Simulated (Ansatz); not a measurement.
**FGeH₄In: basis-set convergence**

An exercise on one series of results from a longer session: the logs are not shown, and one member is left open.

Method: one geometry, several basis sets; program: Ansatz 0.2.0, Gaussian basis.

Plan: PBE0-D4/def2-SVP; ωB97M-V/def2-SVP; PBE0-D4/def2-QZVPP; ωB97M-V/def2-QZVPP; the functionals' def2-TZVPP values are taken from earlier runs.

## Structure used throughout

All runs share one geometry, relaxed beforehand with PBE0-D4 in a triple-zeta def2 set. In takes the def2 core potential; no spin-orbit term is included.

7 atoms, charge 0, spin multiplicity 1.

Atoms are counted from 1 here; the program's logs count them from 0.

Bond lengths: F1–In2 1.966 Å, In2–Ge3 2.588 Å, In2–H4 1.715 Å, Ge3–H5 1.538 Å, Ge3–H6 1.535 Å, Ge3–H7 1.538 Å. Angles: F1–In2–Ge3 109.9°, F1–In2–H4 109.8°, Ge3–In2–H4 140.3°, In2–Ge3–H5 111.2°, In2–Ge3–H6 110.3°, In2–Ge3–H7 109.2°, H5–Ge3–H6 109.1°, H5–Ge3–H7 108.2°, H6–Ge3–H7 108.8°.

The first run:

File in.yaml:

```yaml
crystal:
  periodic: [false, false, false]
  atoms:
    - {symbol: F, position_ang: [-1.213319, -1.866475, 1.564532]}
    - {symbol: In, position_ang: [-0.517084, -1.315924, -0.189573]}
    - {symbol: Ge, position_ang: [0.458691, 1.076136, -0.039518]}
    - {symbol: H, position_ang: [-0.738747, -2.580888, -1.325605]}
    - {symbol: H, position_ang: [0.473690, 1.758349, -1.417460]}
    - {symbol: H, position_ang: [-0.369303, 1.927727, 0.932743]}
    - {symbol: H, position_ang: [1.906072, 1.001075, 0.474882]}
basis:
  gaussian: {orbitals: def2-SVP}
hamiltonian: {xc: pbe0, dispersion: d4}
output: {orbitals: {seedname: orbitals}}
```

Command:

```
$ ansatz run in.yaml --threads 2 --pin off --events-out ev --progress --plain --max-ram 32768MiB --backend cpu
```

Steps of the session up to this table: PBE0-D4 in def2-SVP; ωB97M-V in def2-SVP; PBE0-D4 in def2-QZVPP; ωB97M-V in def2-QZVPP.

One table of the session follows, with a row left open; its other results are not shown here.

It belongs to the step «Density functionals: the series». 

| functional | basis | HOMO (eV) | LUMO (eV) |
| --- | --- | --- | --- |
| PBE0-D4 | def2-SVP | ? | ? |
| PBE0-D4 | def2-TZVPP | -7.86 | -1.99 |
| PBE0-D4 | def2-QZVPP | -7.87 | -2.00 |
| ωB97M-V | def2-SVP | -9.75 | -0.25 |
| ωB97M-V | def2-TZVPP | -9.87 | -0.44 |
| ωB97M-V | def2-QZVPP | -9.88 | -0.49 |

Estimate the missing values for PBE0-D4, def2-SVP.

As computed: HOMO (eV): -7.77; LUMO (eV): -1.89. In the column «HOMO (eV)» it is the highest.
